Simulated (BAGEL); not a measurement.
# CH3AlF2Si (SMILES F[Si]1(F)[CH2][AlH]1): levels of theory compared

Aim: a comparison of 4 runs (B3LYP/6-31G*, B3LYP/cc-pVDZ, PBE0/cc-pVDZ, RI-MP2/cc-pVDZ) of CH3AlF2Si. 

Program for the calculation: BAGEL 1.2.2.

## Step 1: Starting point

CH3AlF2Si has 8 atoms, charge 0, and is taken as a singlet. SMILES: `F[Si]1(F)[CH2][AlH]1`. Geometry: relaxed at PBE0-D4/def2-TZVP.

Bond lengths: F1–Si2 1.597 Å, Si2–F3 1.594 Å, Si2–C4 1.856 Å, Si2–Al5 2.326 Å, C4–Al5 1.982 Å, C4–H6 1.090 Å, C4–H7 1.110 Å, Al5–H8 1.583 Å. Some angles: F1–Si2–F3 105.2°, F1–Si2–C4 113.0°, F1–Si2–Al5 117.6°, F3–Si2–C4 118.1°, F3–Si2–Al5 135.7°, C4–Si2–Al5 55.2°, Si2–C4–Al5 74.5°, Si2–Al5–C4 50.3°, Si2–C4–H6 128.6°, Si2–C4–H7 104.0°.

## Step 2: A single-point energy at B3LYP/6-31G(d) (density fitting with qzvpp-jkfit, spherical functions) (run 1)

Contents of dft.json:

```json
{ "bagel" : [

{
  "title" : "molecule",
  "basis" : "6-31gs.json",
  "df_basis" : "qzvpp-jkfit",
  "angstrom" : true,
  "geometry" : [
    { "atom" : "F", "xyz" : [    0.512500,   -1.279800,    1.912900 ] },
    { "atom" : "Si", "xyz" : [    0.620800,   -0.879800,    0.370200 ] },
    { "atom" : "F", "xyz" : [    2.073100,   -1.353900,   -0.084200 ] },
    { "atom" : "C", "xyz" : [    0.133000,    0.880900,    0.041800 ] },
    { "atom" : "Al", "xyz" : [   -1.330300,   -0.222700,   -0.713100 ] },
    { "atom" : "H", "xyz" : [    0.193300,    1.739000,    0.710900 ] },
    { "atom" : "H", "xyz" : [    0.645500,    1.128500,   -0.911200 ] },
    { "atom" : "H", "xyz" : [   -2.755800,   -0.069300,   -1.383200 ] }
  ]
},
{ "title" : "ks", "xc_func" : "b3lyp" },
{ "title" : "print", "file" : "orbitals.molden", "orbitals" : true }

]}
```

The basis set 6-31G* is read from a file made from the Basis Set Exchange's data (not shown).

Command:

```bash
$ BAGEL_NUM_THREADS=1 BAGEL dft.json > dft.out
```

The log of the run:

```text
* using 1 threads per process

  ===============================================================
  ===============================================================

  *** Geometry ***

  { "atom" : "F", "xyz" : [      0.968485,     -2.418471,      3.614857 ] },
  { "atom" : "Si", "xyz" : [      1.173142,     -1.662581,      0.699577 ] },
  { "atom" : "F", "xyz" : [      3.917591,     -2.558500,     -0.159115 ] },
  { "atom" : "C", "xyz" : [      0.251334,      1.664660,      0.078991 ] },
  { "atom" : "Al", "xyz" : [     -2.513903,     -0.420842,     -1.347564 ] },
  { "atom" : "H", "xyz" : [      0.365284,      3.286234,      1.343406 ] },
  { "atom" : "H", "xyz" : [      1.219818,      2.132556,     -1.721918 ] },
  { "atom" : "H", "xyz" : [     -5.207707,     -0.130958,     -2.613869 ] },

  Number of auxiliary basis functions:      539

  Since a DF basis is specified, we compute 2- and 3-index integrals:
    o Being stored without compression. Storage requirement is 0.030 GB

  Number of basis functions:       84
  Number of electrons      :       54

    * METHOD: MOLECULE                             0.23

  *** Kohn-Sham DFT ***

    * Removing 15095 points whose weight is below 1.00e-10
    * Grid points: 104153

  === Nuclear Repulsion ===
   273.7651703388

       - DIIS with orbital gradients will be used.

  === KS iteration (b3lyp / 6-31gs.json) ===
      0       -732.70546416          0.12511287           0.39
      1       -601.05729015          0.17305132           0.37
      2       -607.50090910          0.17756524           0.37
      3       -756.06735492          0.09256497           0.38
      4       -768.38401565          0.06479958           0.38
      5       -771.24238524          0.02258687           0.37
      6       -771.45698175          0.01433762           0.37
      7       -771.56617599          0.00334106           0.37
      8       -771.57290323          0.00202129           0.38
      9       -771.57649881          0.00027313           0.38
     10       -771.57652183          0.00018158           0.38
     11       -771.57653725          0.00006109           0.38
     12       -771.57653813          0.00004644           0.39
     13       -771.57653928          0.00000350           0.38
     14       -771.57653929          0.00000124           0.39
     15       -771.57653929          0.00000060           0.39
     16       -771.57653929          0.00000020           0.38
     17       -771.57653929          0.00000007           0.38
     18       -771.57653929          0.00000003           0.39
     19       -771.57653929          0.00000003           0.39
     20       -771.57653929          0.00000000           0.40
    * SCF iteration converged.

    * Permanent dipole moment:
           (    0.668812,    -0.516619,     0.521139) a.u.

    * METHOD: KS                                   8.50

    * METHOD: PRINT                                0.01

  ===============================================================
```

Wall time 9 s (1 thread of Intel Xeon 6975P-C (Granite Rapids), shared host); peak memory 0.45 GiB.

## Step 3: A single-point energy at B3LYP/cc-pVDZ (density fitting with qzvpp-jkfit) (run 2)

Contents of input.json:

```json
{ "bagel" : [

{
  "title" : "molecule",
  "basis" : "cc-pvdz.json",
  "df_basis" : "qzvpp-jkfit",
  "angstrom" : "true",
  "geometry" : [
    { "atom" : "F", "xyz" : [    0.512500,   -1.279800,    1.912900 ] },
    { "atom" : "Si", "xyz" : [    0.620800,   -0.879800,    0.370200 ] },
    { "atom" : "F", "xyz" : [    2.073100,   -1.353900,   -0.084200 ] },
    { "atom" : "C", "xyz" : [    0.133000,    0.880900,    0.041800 ] },
    { "atom" : "Al", "xyz" : [   -1.330300,   -0.222700,   -0.713100 ] },
    { "atom" : "H", "xyz" : [    0.193300,    1.739000,    0.710900 ] },
    { "atom" : "H", "xyz" : [    0.645500,    1.128500,   -0.911200 ] },
    { "atom" : "H", "xyz" : [   -2.755800,   -0.069300,   -1.383200 ] }
  ]
},
{ "title" : "ks", "xc_func" : "b3lyp" },
{ "title" : "print", "file" : "orbitals.molden", "orbitals" : "true" }

]}
```

The basis set cc-pVDZ is read from a file made from the Basis Set Exchange's data (not shown).

Command:

```bash
$ BAGEL_NUM_THREADS=1 BAGEL input.json > input.out
```

The log of the run:

```text
* using 1 threads per process

  ===============================================================
  ===============================================================

  *** Geometry ***

  { "atom" : "F", "xyz" : [      0.968485,     -2.418471,      3.614857 ] },
  { "atom" : "Si", "xyz" : [      1.173142,     -1.662581,      0.699577 ] },
  { "atom" : "F", "xyz" : [      3.917591,     -2.558500,     -0.159115 ] },
  { "atom" : "C", "xyz" : [      0.251334,      1.664660,      0.078991 ] },
  { "atom" : "Al", "xyz" : [     -2.513903,     -0.420842,     -1.347564 ] },
  { "atom" : "H", "xyz" : [      0.365284,      3.286234,      1.343406 ] },
  { "atom" : "H", "xyz" : [      1.219818,      2.132556,     -1.721918 ] },
  { "atom" : "H", "xyz" : [     -5.207707,     -0.130958,     -2.613869 ] },

  Number of auxiliary basis functions:      539

  Since a DF basis is specified, we compute 2- and 3-index integrals:
    o Being stored without compression. Storage requirement is 0.037 GB

  Number of basis functions:       93
  Number of electrons      :       54

    * METHOD: MOLECULE                             0.23

  *** Kohn-Sham DFT ***

    * Removing 15095 points whose weight is below 1.00e-10
    * Grid points: 104153

  === Nuclear Repulsion ===
   273.7651703388

       - DIIS with orbital gradients will be used.

  === KS iteration (b3lyp / cc-pvdz.json) ===
      0       -740.90561729          0.10257502           0.43
      1       -684.89596067          0.13638007           0.42
      2       -601.05010034          0.20556519           0.41
      3       -745.24309366          0.10147807           0.42
      4       -769.40361852          0.04893689           0.41
      5       -769.86933117          0.05263754           0.41
      6       -771.51716061          0.00898283           0.43
      7       -771.58320964          0.00546964           0.42
      8       -771.60773749          0.00091554           0.41
      9       -771.60817230          0.00052239           0.42
     10       -771.60840859          0.00009956           0.41
     11       -771.60841648          0.00004860           0.42
     12       -771.60841851          0.00001086           0.42
     13       -771.60841861          0.00000343           0.42
     14       -771.60841862          0.00000132           0.42
     15       -771.60841862          0.00000051           0.42
     16       -771.60841862          0.00000024           0.42
     17       -771.60841862          0.00000016           0.42
     18       -771.60841862          0.00000007           0.41
     19       -771.60841862          0.00000002           0.41
     20       -771.60841862          0.00000001           0.42
     21       -771.60841862          0.00000000           0.43
    * SCF iteration converged.

    * Permanent dipole moment:
           (    0.725859,    -0.545643,     0.567338) a.u.

    * METHOD: KS                                   9.75

    * METHOD: PRINT                                0.01

  ===============================================================
```

Wall time 10 s (1 thread of Intel Xeon 6975P-C (Granite Rapids), shared host); peak memory 0.48 GiB.

Run 3 isn't shown in full; the table further down has it.

## Step 4: The energy at RI-MP2/cc-pVDZ (density fitting with qzvpp-jkfit) (run 4)

Contents of input.json:

```json
{ "bagel" : [

{
  "title" : "molecule",
  "basis" : "cc-pvdz.json",
  "df_basis" : "qzvpp-jkfit",
  "angstrom" : "true",
  "geometry" : [
    { "atom" : "F", "xyz" : [       0.512500,      -1.279800,       1.912900 ] },
    { "atom" : "Si", "xyz" : [       0.620800,      -0.879800,       0.370200 ] },
    { "atom" : "F", "xyz" : [       2.073100,      -1.353900,      -0.084200 ] },
    { "atom" : "C", "xyz" : [       0.133000,       0.880900,       0.041800 ] },
    { "atom" : "Al", "xyz" : [      -1.330300,      -0.222700,      -0.713100 ] },
    { "atom" : "H", "xyz" : [       0.193300,       1.739000,       0.710900 ] },
    { "atom" : "H", "xyz" : [       0.645500,       1.128500,      -0.911200 ] },
    { "atom" : "H", "xyz" : [      -2.755800,      -0.069300,      -1.383200 ] }
  ]
},

{
  "title" : "hf",
  "charge" : 0
},

{
  "title" : "mp2",
  "charge" : 0,
  "ncore" : 13
}

]}
```

The basis set cc-pVDZ is read from a file made from the Basis Set Exchange's data (not shown).

Command:

```bash
$ BAGEL_NUM_THREADS=1 BAGEL input.json > input.out
```

The log of the run:

```text
* using 1 threads per process

  ===============================================================
  ===============================================================

  *** Geometry ***

  { "atom" : "F", "xyz" : [      0.968485,     -2.418471,      3.614857 ] },
  { "atom" : "Si", "xyz" : [      1.173142,     -1.662581,      0.699577 ] },
  { "atom" : "F", "xyz" : [      3.917591,     -2.558500,     -0.159115 ] },
  { "atom" : "C", "xyz" : [      0.251334,      1.664660,      0.078991 ] },
  { "atom" : "Al", "xyz" : [     -2.513903,     -0.420842,     -1.347564 ] },
  { "atom" : "H", "xyz" : [      0.365284,      3.286234,      1.343406 ] },
  { "atom" : "H", "xyz" : [      1.219818,      2.132556,     -1.721918 ] },
  { "atom" : "H", "xyz" : [     -5.207707,     -0.130958,     -2.613869 ] },

  Number of auxiliary basis functions:      539

  Since a DF basis is specified, we compute 2- and 3-index integrals:
    o Being stored without compression. Storage requirement is 0.037 GB

  Number of basis functions:       93
  Number of electrons      :       54

    * METHOD: MOLECULE                             0.23

  *** RHF ***

  === Nuclear Repulsion ===
   273.7651703388

      * DIIS with orbital gradients will be used.

  === RHF iteration (cc-pvdz.json) ===
      0       -769.06340706          0.01634898           0.08
      1       -769.29446721          0.01032423           0.08
      2       -769.39416723          0.00152737           0.08
      3       -769.39767448          0.00053693           0.08
      4       -769.39802750          0.00016649           0.08
      5       -769.39808017          0.00005528           0.08
      6       -769.39808562          0.00002103           0.08
      7       -769.39808653          0.00000543           0.08
      8       -769.39808660          0.00000259           0.08
      9       -769.39808661          0.00000122           0.08
     10       -769.39808661          0.00000036           0.08
     11       -769.39808661          0.00000015           0.08
     12       -769.39808661          0.00000007           0.08
     13       -769.39808661          0.00000002           0.08
     14       -769.39808661          0.00000001           0.08
     15       -769.39808661          0.00000000           0.08
    * SCF iteration converged.

    * Permanent dipole moment:
           (    0.943067,    -0.555708,     0.721999) a.u.

    * METHOD: HF                                   1.48

  *** RHF ***

  === Nuclear Repulsion ===
   273.7651703388

      * DIIS with orbital gradients will be used.

  === RHF iteration (cc-pvdz.json) ===
      0       -769.39808661          0.00000000           0.08
    * SCF iteration converged.

    * Permanent dipole moment:
           (    0.943067,    -0.555708,     0.721999) a.u.

  === DF-MP2 calculation ===

    * freezing 13 orbitals
    * 3-index integral transformation done
    * assembly done

      MP2 correlation energy:   -0.6605659070      0.04

      MP2 total energy:       -770.0586525192

    * METHOD: MP2                                  0.21

  ===============================================================
```

Wall time 2.1 s (1 thread of Intel Xeon 6975P-C (Granite Rapids), shared host); peak memory 0.15 GiB.

## Step 5: The series

```
run                                                                 level  frozen core orbitals  energy (Eh)  dipole moment (D)  HOMO energy (eV)  LUMO energy (eV)  wall time
  1  B3LYP/6-31G* (density fitting with qzvpp-jkfit, spherical functions)                     –  -771.576539               2.52             -6.23             -2.23        9 s
  2                      B3LYP/cc-pVDZ (density fitting with qzvpp-jkfit)                     –  -771.608419               2.72             -6.26             -2.31       10 s
  3                       PBE0/cc-pVDZ (density fitting with qzvpp-jkfit)                     –  -771.101229               2.82             -6.46             -2.17      9.9 s
  4                     RI-MP2/cc-pVDZ (density fitting with qzvpp-jkfit)                    13  -770.058653                  –                 –                 –      2.1 s
```

## Step 6: Summary of results

```
                                           quantity          value
                                run 4: total energy  -770.05865 Eh
run 4: correlation energy (13 core orbitals frozen)     -660.6 mEh
```

What this shows: Over runs 1, 2, 3 the dipole moment (its size) runs from 2.52 D (B3LYP/6-31G*) to 2.82 D (PBE0/cc-pVDZ). The two ends differ in method and basis. Over runs 1, 2, 3 the HOMO–LUMO gap runs from 3.95 eV (B3LYP/cc-pVDZ) to 4.29 eV (PBE0/cc-pVDZ). Totals of different functionals can't be ranked against each other. All runs together took 31 s, the longest 10 s.
